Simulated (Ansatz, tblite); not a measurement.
**The cluster Na3Cl2: rung by rung**

The task here is to estimate one member of a computed series from the others.

Computed with Ansatz 0.2.0, Gaussian basis. Level: as each input shows.

The runs, in order: GFN1-xTB, GFN2-xTB, PBE-D4/def2-TZVP, r2SCAN-D4/def2-TZVP, ωB97X-V/def2-TZVP, B3LYP-D4/def2-TZVP, ωB97M-V/def2-TZVP, PBE-D4/def2-SVP, PBE0-D4/def2-SVP, CCSD(T)/def2-SVP, MP2/def2-TZVP.

4 further runs of the same task are left out: 4 set aside as unsound or not needed. Runs told in other sessions of the task aren't counted.

## The structure

The doublet was relaxed beforehand with PBE0-D4/def2-SVP. At that level it is the lowest of the isomers that a small search found.

5 atoms, charge 0, spin multiplicity 2.

Bond lengths: Na1–Cl5 2.607 Å, Na2–Cl4 2.539 Å, Na2–Cl5 2.715 Å, Na3–Cl4 2.483 Å, Na3–Cl5 2.549 Å. Angles: Cl4–Na2–Cl5 96.5°, Cl4–Na3–Cl5 102.4°, Na2–Cl4–Na3 82.8°, Na1–Cl5–Na2 79.4°, Na1–Cl5–Na3 153.8°, Na2–Cl5–Na3 78.2°.

PBE0-D4/def2-TZVP was run before; its log isn't repeated, and its numbers join the tables.

Set-up of the first run:

Tight binding, by tblite at 300 K electronic temperature and without a spin-polarisation term:

```python
tblite.interface.Calculator('GFN1-xTB', numbers, positions, charge=0, uhf=1).singlepoint()
```

Tight binding, by tblite at 300 K electronic temperature and without a spin-polarisation term:

```python
tblite.interface.Calculator('GFN2-xTB', numbers, positions, charge=0, uhf=1).singlepoint()
```

start.molden holds the orbitals of an earlier run on this state, given as this run's starting guess.

Input file in.yaml:

```yaml
crystal:
  periodic: [false, false, false]
  atoms:
    - {symbol: Na, position_ang: [-0.992568, 2.994804, -0.080060]}
    - {symbol: Na, position_ang: [-0.101605, 0.017541, -1.462664]}
    - {symbol: Na, position_ang: [0.627414, -1.525068, 1.387912]}
    - {symbol: Cl, position_ang: [1.000986, -2.215081, -0.967457]}
    - {symbol: Cl, position_ang: [-0.534237, 0.727814, 1.122268]}
basis:
  gaussian: {orbitals: def2-TZVP, initial_orbitals: start.molden}
magnetization: {spin_polarized: true, initial_magnetization: 1}
hamiltonian: {xc: pbe, dispersion: d4}
scf: {omitted_lower_state_checks: [starts]}
output: {forces: true, orbitals: {seedname: orbitals}}
```

The run is started by

```
> ansatz run in.yaml --threads 4 --pin off --events-out ev --progress --plain --max-ram 4787MiB
```

Steps of the session up to this table: PBE-D4/def2-TZVP; r2SCAN-D4/def2-TZVP; ωB97X-V/def2-TZVP; B3LYP-D4/def2-TZVP; ωB97M-V/def2-TZVP; PBE-D4/def2-SVP; PBE0-D4/def2-SVP; CCSD(T)/def2-SVP; MP2/def2-TZVP.

One table of the session follows, with a row left open; its other results are not shown here.

It belongs to the step «Levels side by side». 

```
              level  HOMO (eV)  LUMO (eV)  gap (eV)
    PBE-D4/def2-SVP      -2.79      -1.98      0.80
   PBE-D4/def2-TZVP      -2.84      -1.99      0.86
r2SCAN-D4/def2-TZVP      -2.82      -1.82      1.01
 B3LYP-D4/def2-TZVP      -3.22      -1.74      1.48
   PBE0-D4/def2-SVP      -3.27      -1.36      1.90
  PBE0-D4/def2-TZVP      -3.32      -1.35      1.98
  ωB97X-V/def2-TZVP          ?          ?         ?
  ωB97M-V/def2-TZVP      -4.28      -0.51      3.77
```

Q: Estimate the row for ωB97X-V/def2-TZVP from the others.

As computed: HOMO (eV): -4.66; LUMO (eV): 0.15; gap (eV): 4.81. In the column «HOMO (eV)» it is the lowest.
